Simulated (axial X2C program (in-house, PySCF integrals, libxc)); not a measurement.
# All-electron X2C curves of SeNi⁺

Aim: find the lowest determinant of SeNi⁺, scan the bond at several levels and fit the constants, once spin-free and once with spin–orbit coupling.

The runs use an in-house X2C program for linear molecules on PySCF integrals; all-electron X2C, Se dyall-cv3z, Ni dyall-cv3z.

All values are calculated.

## Step 1: The job

Input file task.json:

```json
{
 "zs": [
  34,
  28
 ],
 "q": 1,
 "bas": [
  "dyall-cv3z",
  "dyall-cv3z"
 ],
 "levels": [
  "PBE0",
  "HF",
  "PBE"
 ],
 "cc": true,
 "r0": 2.08,
 "thr": -2.0,
 "nmax": 90,
 "npts": 10,
 "nst": 2,
 "ntry": 6
}
```

Keys: zs atomic numbers; q charge; bas basis sets; levels methods (HF also brings MP2); cc coupled cluster on or off; r0 starting distance in Å; thr threshold in hartree for freezing inner shells (an s shell follows its p shell); nmax most natural virtual spinors; npts points asked for on the curve; nst determinants followed; ntry starts of the search.

Command:

```console
python so2c.py task.json out
```

Spin-free means the one-electron spin-free X2C Hamiltonian; two-component (2c) means X2C with spin–orbit coupling and atomic mean-field two-electron Coulomb and Gaunt terms. Basis: Se dyall-cv3z contracted to [8s9p6d4f1g], Ni dyall-cv3z contracted to [9s9p6d3f2g]; Gaussian nuclei, density fitting. Masses: Se 79.917 u, Ni 57.935 u.

Notation: σ, π±, δ± give the projection m of an orbital's angular momentum (0, ±1, ±2), α and β its spin, Λ and M_S the sums; ω is the projection of a spinor's total angular momentum and Ω the sum. Logs are in hartree.

The results follow Hamiltonian by Hamiltonian and level by level.

## Step 2: Which state to follow

PBE0 moves the distance from 2.080 Å to 2.206 Å and compares determinants there.

Spin-free determinants:

```tsv
ΔE (eV)	state	open shells
0.00	M_S = 3/2, Λ = 0	beyond closed shells: σα, π+α, π-α
0.15	M_S = 3/2, Λ = 2	beyond closed shells: π+α, π-α, δ+α, δ+β, δ-α
0.45	M_S = 3/2, Λ = 1	beyond closed shells: 2 × π+α, π+β, 2 × π-α
0.93	M_S = 1/2, Λ = 0	beyond closed shells: σα, π+β, π-α
0.93	M_S = 1/2, Λ = 2	beyond closed shells: σα, π+α, π+β
1.05	M_S = 3/2, Λ = 3	beyond closed shells: σα, π+α, π+β, π-α, δ+α, δ+β, δ-α
1.06	M_S = 3/2, Λ = 1	beyond closed shells: σα, π+α, π-α, π-β, δ+α, δ+β, δ-α
```

Two-component determinants:

| ΔE (eV) | state | open shells |
| --- | --- | --- |
| 0.00 | Ω = 3/2 | excess of +ω over −ω: ω = 3/2 |
| 0.08 | Ω = 7/2 | excess of +ω over −ω: ω = -1/2, ω = 3/2, ω = 5/2 |
| 0.15 | Ω = 1/2 | excess of +ω over −ω: 2 × ω = -1/2, ω = 3/2 |
| 0.22 | Ω = 1/2 | excess of +ω over −ω: ω = 1/2 |
| 0.39 | Ω = 5/2 | excess of +ω over −ω: ω = -1/2, 2 × ω = 3/2 |
| 0.86 | Ω = 9/2 | excess of +ω over −ω: ω = 1/2, ω = 3/2, ω = 5/2 |
| 0.94 | Ω = 5/2 | excess of +ω over −ω: 2 × ω = 1/2, ω = 3/2 |

## Step 3: PBE0, spin-free

State followed: M_S = 3/2, Λ = 0 (beyond closed shells: σα, π+α, π-α). The scan is laid around 2.206 Å, a first estimate of the minimum, and this SCF restarts from the orbitals of the search.

Output at 2.206 Å:

```text
spin-free X2C-1e  PBE0
basis functions 207  fitting functions 1187  grid points 5800
iter        total energy     max residual
   1      -3949.786497688     6.83e-05
   2      -3949.786497691     6.86e-05
   3      -3949.786497693     6.62e-05
   4      -3949.786497713     6.62e-05
   5      -3949.786497728     8.78e-06
   6      -3949.786497728     3.03e-06
converged
one-electron -5933.14923970  Coulomb 1906.89497641  exact exchange -37.26538090  xc functional -114.63344683  nuclear repulsion 228.36659329
```

Along the bond, energies from the lowest point:

```
R (Å)  E (eV)  μ (D)  HOMO (eV)  LUMO (eV)  iterations
1.919  0.6318   3.60     -14.21     -10.13          26
2.007  0.2484   3.66     -14.23     -10.13          14
2.074  0.0915   3.67     -14.06     -10.13          12
2.140  0.0157   3.66     -13.85     -10.12          12
2.206  0.0000   3.65     -13.65     -10.10           6
2.283  0.0358   3.62     -13.42     -10.08          11
2.360  0.1107   3.60     -13.21     -10.05          11
2.460  0.2415   3.59     -12.97     -10.00          11
2.581  0.4255   3.61     -12.73      -9.92          12
2.757  0.6985   3.76     -12.49      -9.79          12
```

Dipoles are positive if Ni is the positive end and refer to the centre of mass.

Outer orbitals at the reference distance:

```tsv
symmetry	occupied	ε (eV)	atomic character
σα	yes	-26.63	81% Se s, 8% Ni p, 6% Ni d
σβ	yes	-24.49	80% Se s, 9% Ni p, 6% Ni d
σα	yes	-17.22	81% Ni d, 15% Se p, 2% Se s
π+α	yes	-16.11	76% Ni d, 22% Se p
π-α	yes	-16.11	76% Ni d, 22% Se p
σβ	yes	-14.78	71% Se p, 12% Ni s, 9% Ni d
δ-α	yes	-14.64	100% Ni d
δ+α	yes	-14.64	100% Ni d
σα	yes	-14.56	61% Se p, 18% Ni s, 16% Ni d
π+β	yes	-14.35	88% Ni d, 11% Se p
π-β	yes	-14.35	88% Ni d, 11% Se p
π-α	yes	-14.25	71% Se p, 26% Ni d, 3% Ni p
π+α	yes	-14.25	71% Se p, 26% Ni d, 3% Ni p
δ-β	yes	-13.65	100% Ni d
δ+β	yes	-13.65	100% Ni d
π-β	no	-10.10	79% Se p, 14% Ni d, 7% Ni p
π+β	no	-10.10	79% Se p, 14% Ni d, 7% Ni p
σβ	no	-8.76	59% Ni d, 36% Ni s, 3% Se p
σα	no	-8.32	60% Ni s, 26% Ni p, 9% Se p
```

PBE0 fields in the half plane through the axis: z from -2.4 to 4.5 Å across, distance from the axis 0.15 to 2.25 Å upwards; Se lies at z = 0 and Ni at z = 2.206 Å; the ELF is damped to zero where the density is low.

log10 density (e/bohr³). Ten even steps from '0' (-5.61 ) to '9' (1.42 ):
```
111222333333333222221100
112233344443333333322110
122334444444444444332211
223344555555555544433221
233455566655555555543321
234456666666666666544321
234556678766667887654321
334556789876668997654321
```

ELF. Ten even steps from ' ' (0.00 ) to '@' (0.89 ):
```
                                                
        ..::------::::..                        
      ..--++****++++==--::..                    
    ..--**##%%%%%%##**++--::..                  
    --**%%@@@@@@%%%%%%##++::........            
  ..==##@@@@%%++--==##%%++::::----::..          
  ::**%%@@@@==::++::--%%==::**%%%%++..          
  ::**@@@@%%::%%::%%..##==..##::==**..          
```

Re = 2.193 Å, ωe = 291.8 cm⁻¹, ωexe = 1.44 cm⁻¹, Be = 0.1043 cm⁻¹, De = 2.53 eV, μ = 3.65 D.

## Step 4: HF, spin-free

Output at 2.206 Å:

```text
spin-free X2C-1e  HF
basis functions 207  fitting functions 1187  grid points 5800
iter        total energy     max residual
   1      -3946.949193585     2.39e-01
   2      -3947.000641677     2.80e-02
   3      -3947.005383550     8.43e-02
   4      -3947.014273047     1.93e-02
   5      -3947.015272606     3.25e-03
   6      -3947.015647318     4.77e-03
   7      -3947.015692081     1.42e-03
   8      -3947.015703420     3.39e-04
   9      -3947.015704842     2.84e-04
  10      -3947.015705286     4.84e-05
  11      -3947.015705327     2.33e-05
  12      -3947.015705336     9.80e-06
  13      -3947.015705338     2.35e-06
converged
one-electron -5935.45128472  Coulomb 1909.46713211  exact exchange -149.39814602  xc functional 0.00000000  nuclear repulsion 228.36659329
```

No constants are quoted: too few points lie around the minimum for a second fit to confirm the first.

## Step 5: PBE, spin-free

Output at 2.206 Å:

```text
spin-free X2C-1e  PBE
basis functions 207  fitting functions 1187  grid points 5800
iter        total energy     max residual
   1      -3949.766592275     8.14e-02
   2      -3949.772432508     5.27e-02
   3      -3949.778515221     9.82e-03
   4      -3949.779868715     1.61e-02
   5      -3949.780535713     7.42e-03
   6      -3949.780671617     1.84e-03
   7      -3949.780692750     9.97e-04
   8      -3949.780697066     2.70e-04
   9      -3949.780697733     7.29e-05
  10      -3949.780697796     2.34e-05
  11      -3949.780697799     6.49e-06
converged
one-electron -5931.89845912  Coulomb 1905.54020227  exact exchange 0.00000000  xc functional -151.78903424  nuclear repulsion 228.36659329
```

Re = 2.132 Å, ωe = 337 cm⁻¹, ωexe = 1.22 cm⁻¹, Be = 0.1105 cm⁻¹, De = 3.52 eV, μ = 3.44 D.

## Step 6: Correlated methods, spin-free

Correlated methods: 15 electrons correlated (frozen shells, counted by type: Se 3 s, 2 p, 1 d; Ni 3 s, 2 p), 265 virtual spinors in MP2.

Output of the correlated part at 2.206 Å:

```text
correlated 15  virtual 265  natural virtual 90  E(MP2) -0.526373892  MP2 remainder -0.050982550
iter   CCSD correlation   residual
   1     -0.423657610   2.14e-01
   2     -0.445225080   1.26e-01
   3     -0.449989816   4.24e-02
   4     -0.451241685   2.87e-02
   5     -0.452286128   1.86e-02
   6     -0.453085394   1.06e-02
   7     -0.453131422   4.76e-03
   8     -0.453101613   2.29e-03
   9     -0.453210945   1.16e-03
  10     -0.453160559   5.51e-04
  11     -0.453178350   2.70e-04
  12     -0.453177010   1.31e-04
  13     -0.453174978   6.57e-05
  14     -0.453175280   3.11e-05
  15     -0.453175188   1.82e-05
  16     -0.453174951   1.14e-05
  17     -0.453174815   4.49e-06
  18     -0.453174772   2.11e-06
  19     -0.453174740   1.23e-06
  20     -0.453174743   6.96e-07
(T) -0.017929001  T1 0.0541  D1 0.1268  max T2 0.058
```

T1 in the output is the amplitude norm over the root of the electron number; divide by √2 for the Lee–Taylor value.

Coupled cluster ran at too few distances for a curve.

MP2: Re = 2.248 Å, ωe = 240.7 cm⁻¹, Be = 0.09928 cm⁻¹, De = 1.96 eV.

## Step 7: A higher determinant, spin-free

State: M_S = 3/2, Λ = 2 (beyond closed shells: π+α, π-α, δ+α, δ+β, δ-α).

Output at the reference distance:

```text
spin-free X2C-1e  PBE0
basis functions 207  fitting functions 1187  grid points 5800
iter        total energy     max residual
   1      -3949.780973525     7.23e-05
   2      -3949.780973525     1.57e-04
   3      -3949.780973634     6.56e-05
   4      -3949.780973687     1.81e-05
   5      -3949.780973693     1.08e-05
converged
one-electron -5932.23026979  Coulomb 1905.92832722  exact exchange -37.25627748  xc functional -114.58934692  nuclear repulsion 228.36659329
```

| R (Å) | E above the lowest PBE0 point (eV) |
| --- | --- |
| 1.919 | 0.788 |
| 2.007 | 0.384 |
| 2.074 | 0.226 |
| 2.140 | 0.156 |
| 2.206 | 0.150 |
| 2.283 | 0.201 |
| 2.360 | 0.293 |
| 2.460 | 0.446 |
| 2.581 | 0.656 |

Re = 2.179 Å, ωe = 312 cm⁻¹, ωexe = 1.46 cm⁻¹, Be = 0.1057 cm⁻¹, μ = 3.56 D. Te = 0.15 eV.

## Step 8: The spin-free curves together

Energy (eV) of the followed determinant, spin-free, from each level's lowest point:

| R (Å) | PBE0 | HF | MP2 | PBE |
| --- | --- | --- | --- | --- |
| 1.919 | 0.632 | 1.833 | 0.720 | 0.451 |
| 2.007 | 0.248 | 1.140 | 0.319 | 0.132 |
| 2.074 | 0.092 | 0.773 | 0.145 | 0.025 |
| 2.140 | 0.016 | 0.503 | 0.047 | 0.000 |
| 2.206 | 0.000 | 0.308 | 0.003 | 0.034 |
| 2.283 | 0.036 | 0.154 | 0.000 | 0.127 |
| 2.360 | 0.111 | 0.060 | 0.033 | 0.258 |
| 2.460 | 0.242 | 0.003 | 0.111 | 0.460 |
| 2.581 | 0.426 | 0.000 | 0.237 | 0.729 |
| 2.757 | 0.698 | 0.072 | 0.448 | 1.119 |

## Step 9: PBE0, 2c

State followed: Ω = 3/2 (excess of +ω over −ω: ω = 3/2). The scan is laid around 2.206 Å, a first estimate of the minimum, and this SCF restarts from the orbitals of the search.

The SCF at the reference distance of 2.206 Å:

```text
two-component X2C + atomic mean field  PBE0
basis functions 207  fitting functions 1187  grid points 5800
iter        total energy     max residual
   1      -3948.537223422     7.58e-05
   2      -3948.537223433     4.72e-05
   3      -3948.537223442     2.70e-05
   4      -3948.537223450     1.76e-05
converged
one-electron -5929.96379271  Coulomb 1906.25004406  exact exchange -37.25229450  xc functional -114.59273997  nuclear repulsion 228.36659329  atomic mean-field constant -1.34503363
```

Along the bond, energies from the lowest point:

```
R (Å)  E (eV)  μ (D)  HOMO (eV)  LUMO (eV)  iterations
1.919  0.6389   3.59     -14.09     -10.22          28
2.007  0.2531   3.65     -14.10     -10.23          16
2.074  0.0945   3.66     -13.99     -10.22          12
2.140  0.0171   3.66     -13.78     -10.22          12
2.206  0.0000   3.64     -13.57     -10.20           4
2.283  0.0342   3.62     -13.35     -10.18          13
2.360  0.1077   3.60     -13.14     -10.15          13
2.460  0.2367   3.58     -12.90     -10.11          13
2.581  0.4187   3.61     -12.65     -10.03          14
2.757  0.6890   3.76     -12.42      -9.90          14
```

Dipoles are positive if Ni is the positive end and refer to the centre of mass.

Outer spinors at the reference distance:

```
   ω  occupied  ε (eV)              atomic character     λ mixture
 1/2       yes  -26.63    81% Se s, 8% Ni p, 6% Ni d        100% σ
-1/2       yes  -24.50    80% Se s, 9% Ni p, 6% Ni d        100% σ
 1/2       yes  -17.22   81% Ni d, 16% Se p, 2% Se s        100% σ
-1/2       yes  -16.17            75% Ni d, 24% Se p        100% π
 3/2       yes  -16.04            78% Ni d, 21% Se p        100% π
-1/2       yes  -14.85  71% Se p, 12% Ni d, 10% Ni s  88% σ, 12% π
-3/2       yes  -14.75                      99% Ni d   94% δ, 6% π
 1/2       yes  -14.60  56% Se p, 24% Ni d, 16% Ni s  87% σ, 13% π
 5/2       yes  -14.56                     100% Ni d        100% δ
 1/2       yes  -14.34   79% Ni d, 16% Se p, 3% Ni s  87% π, 13% σ
-3/2       yes  -14.32             89% Ni d, 9% Se p   94% π, 6% δ
-1/2       yes  -14.29   70% Se p, 24% Ni d, 3% Ni p  88% π, 12% σ
 3/2       yes  -14.13   72% Se p, 25% Ni d, 4% Ni p   98% π, 2% δ
 3/2       yes  -13.73                      99% Ni d   98% δ, 2% π
-5/2       yes  -13.57                     100% Ni d        100% δ
 1/2        no  -10.20   78% Se p, 15% Ni d, 7% Ni p        100% π
-3/2        no   -9.99   79% Se p, 13% Ni d, 7% Ni p        100% π
-1/2        no   -8.76   59% Ni d, 36% Ni s, 3% Se p        100% σ
 1/2        no   -8.31   60% Ni s, 26% Ni p, 9% Se p        100% σ
```

PBE0 fields in the half plane through the axis: z from -2.4 to 4.5 Å across, distance from the axis 0.15 to 2.25 Å upwards; Se lies at z = 0 and Ni at z = 2.206 Å; the ELF is damped to zero where the density is low.

log10 density (e/bohr³). Ten even steps from '0' (-5.61 ) to '9' (1.42 ):
```
111222333333333222221100
112233344443333333322110
122334444444444444332211
223344555555555544433221
233455566655555555543321
234456666666666666544321
234556678766667887654321
334556789876668997654321
```

ELF. Ten even steps from '0' (0.00 ) to '9' (0.89 ):
```
000000000000000000000000
000012333221000000000000
000135665543210000000000
001367888765321000000000
003689998887521111000000
014799853478522332100000
026899425238426885100000
026998282817417246100000
```

Re = 2.195 Å, ωe = 290.6 cm⁻¹, ωexe = 1.45 cm⁻¹, Be = 0.1041 cm⁻¹, De = 2.47 eV, μ = 3.64 D.

## Step 10: HF, 2c

Output at 2.206 Å:

```text
two-component X2C + atomic mean field  HF
basis functions 207  fitting functions 1187  grid points 5800
iter        total energy     max residual
   1      -3945.701366972     2.39e-01
   2      -3945.752783291     2.72e-02
   3      -3945.757558563     8.40e-02
   4      -3945.766413762     1.94e-02
   5      -3945.767446653     3.81e-03
   6      -3945.767865998     5.22e-03
   7      -3945.767933329     1.79e-03
   8      -3945.767971683     1.42e-03
   9      -3945.768001161     1.97e-03
  10      -3945.768063609     2.25e-03
  11      -3945.768134444     1.51e-03
  12      -3945.768223748     1.41e-03
  13      -3945.768298818     1.71e-03
  14      -3945.768351312     1.58e-03
  15      -3945.768384429     1.19e-03
  16      -3945.768408896     7.11e-04
  17      -3945.768426004     5.50e-04
  18      -3945.768434332     4.10e-04
  19      -3945.768436990     1.65e-04
  20      -3945.768437655     6.38e-05
  21      -3945.768437814     4.78e-05
  22      -3945.768437848     1.77e-05
  23      -3945.768437855     7.70e-06
  24      -3945.768437857     4.90e-06
  25      -3945.768437857     2.35e-06
converged
one-electron -5932.25559020  Coulomb 1908.80728293  exact exchange -149.34169024  xc functional 0.00000000  nuclear repulsion 228.36659329  atomic mean-field constant -1.34503363
```

No constants are quoted: too few points lie around the minimum for a second fit to confirm the first.

## Step 11: PBE, 2c

The SCF at the reference distance of 2.206 Å:

```text
two-component X2C + atomic mean field  PBE
basis functions 207  fitting functions 1187  grid points 5800
iter        total energy     max residual
   1      -3948.516815228     8.35e-02
   2      -3948.522663968     5.41e-02
   3      -3948.528875916     7.97e-03
   4      -3948.530084355     1.65e-02
   5      -3948.530829387     7.10e-03
   6      -3948.530939966     1.59e-03
   7      -3948.530960699     9.36e-04
   8      -3948.530967186     2.87e-04
   9      -3948.530969312     1.84e-04
  10      -3948.530970002     6.28e-05
  11      -3948.530970046     1.86e-05
  12      -3948.530970053     1.33e-05
converged
one-electron -5928.71479663  Coulomb 1904.89728197  exact exchange 0.00000000  xc functional -151.73501504  nuclear repulsion 228.36659329  atomic mean-field constant -1.34503363
```

Re = 2.133 Å, ωe = 336 cm⁻¹, ωexe = 1.22 cm⁻¹, Be = 0.1103 cm⁻¹, De = 3.46 eV, μ = 3.44 D.

## Step 12: MP2, 2c

Correlated methods: 15 electrons correlated (frozen shells, counted by type: Se 3 s, 2 p, 1 d; Ni 3 s, 2 p), 265 virtual spinors in MP2.

Output of the correlated part at 2.206 Å:

```text
correlated 15  virtual 265  natural virtual 90  E(MP2) -0.525860149  MP2 remainder -0.051075731
iter   CCSD correlation   residual
   1     -0.423474655   2.12e-01
   2     -0.444958483   1.24e-01
   3     -0.449716357   4.20e-02
   4     -0.450932535   2.83e-02
   5     -0.451925992   1.82e-02
   6     -0.452700212   1.05e-02
   7     -0.452753047   4.91e-03
   8     -0.452726043   2.42e-03
   9     -0.452840215   1.28e-03
  10     -0.452789615   6.71e-04
  11     -0.452807930   3.73e-04
  12     -0.452808903   2.12e-04
  13     -0.452806422   1.35e-04
  14     -0.452807319   8.87e-05
  15     -0.452807410   6.19e-05
  16     -0.452806894   3.91e-05
  17     -0.452806634   2.19e-05
  18     -0.452806084   1.50e-05
  19     -0.452805996   1.05e-05
  20     -0.452805735   7.09e-06
  21     -0.452805681   4.18e-06
  22     -0.452805726   2.69e-06
  23     -0.452805693   1.89e-06
  24     -0.452805707   1.33e-06
(T) -0.017895556  T1 0.0531  D1 0.1288  max T2 0.057
```

Coupled cluster ran at too few distances for a curve.

MP2: Re = 2.256 Å, ωe = 237.4 cm⁻¹, Be = 0.09861 cm⁻¹, De = 1.80 eV.

## Step 13: A higher determinant, 2c

State: Ω = 7/2 (excess of +ω over −ω: ω = -1/2, ω = 3/2, ω = 5/2).

Output at the reference distance:

```text
two-component X2C + atomic mean field  PBE0
basis functions 207  fitting functions 1187  grid points 5800
iter        total energy     max residual
   1      -3948.534241895     3.61e-05
   2      -3948.534241902     1.69e-05
converged
one-electron -5929.06228750  Coulomb 1905.29923322  exact exchange -37.24329323  xc functional -114.54945405  nuclear repulsion 228.36659329  atomic mean-field constant -1.34503363
```

```
R (Å)  E above the lowest PBE0 point (eV)
1.919                               0.724
2.007                               0.318
2.074                               0.159
2.140                               0.088
2.206                               0.081
2.283                               0.131
2.360                               0.222
2.460                               0.373
2.581                               0.581
```

Re = 2.180 Å, ωe = 311 cm⁻¹, ωexe = 1.47 cm⁻¹, Be = 0.1056 cm⁻¹, μ = 3.55 D. Te = 0.08 eV.

## Step 14: The 2c curves together

Energy (eV) of the followed determinant, 2c, from each level's lowest point:

```
R (Å)   PBE0     HF    MP2    PBE
1.919  0.639  1.854  0.744  0.455
2.007  0.253  1.159  0.336  0.134
2.074  0.094  0.790  0.158  0.027
2.140  0.017  0.517  0.055  0.000
2.206  0.000  0.321  0.007  0.033
2.283  0.034  0.164  0.000  0.124
2.360  0.108  0.068  0.030  0.254
2.460  0.237  0.007  0.103  0.454
2.581  0.419  0.000  0.224  0.721
2.757  0.689  0.066  0.428  1.110
```

The whole job took 3.2 min on 1 thread of Intel Xeon 6975P-C (Granite Rapids), shared host; peak memory 0.96 GiB.

## Step 15: What came out

Lowest determinant that the search found at its distance, spin-free: M_S = 3/2, Λ = 0 (beyond closed shells: σα, π+α, π-α).

Lowest determinant that the search found at its distance, 2c: Ω = 3/2 (excess of +ω over −ω: ω = 3/2).

| Hamiltonian | level | Re (Å) | ωe (cm⁻¹) | De (eV) | μ (D) |
| --- | --- | --- | --- | --- | --- |
| spin-free | PBE0 | 2.193 | 291.8 | 2.53 | 3.65 |
| spin-free | MP2 | 2.248 | 240.7 | 1.96 | n/a |
| spin-free | PBE | 2.132 | 337 | 3.52 | 3.44 |
| 2c | PBE0 | 2.195 | 290.6 | 2.47 | 3.64 |
| 2c | MP2 | 2.256 | 237.4 | 1.80 | n/a |
| 2c | PBE | 2.133 | 336 | 3.46 | 3.44 |

Dipoles are positive if Ni is the positive end and refer to the centre of mass. No constants: spin-free HF (too few points lie around the minimum for a second fit to confirm the first); 2c HF (too few points lie around the minimum for a second fit to confirm the first).

Time per point (s) on 1 thread of Intel Xeon 6975P-C (Granite Rapids), shared host (2c runs); the times are rough: PBE0 1.1, MP2 1, PBE 0.53.

At MP2, going from spin-free to two-component changes Re by +8 mÅ, ωe by -1.4 %; the spin-free picture holds up (part of it comes from the scalar share of the two-electron terms). It costs about 2.2 times the time. De moves by -0.16 eV; both De rest on single-determinant atoms, which can miss part of an open shell's spin–orbit lowering.

De refers to Se + Ni+, each in the lowest determinant found, which need not be this curve's own limit. The state is a single determinant with fixed occupations, the lowest that a limited PBE0 search found. De is counted from the lowest determinant-based energies of the atoms at the same level, without counterpoise correction. Density functionals use the spin component along the axis (collinear). With several unpaired electrons one determinant need not be a pure state.
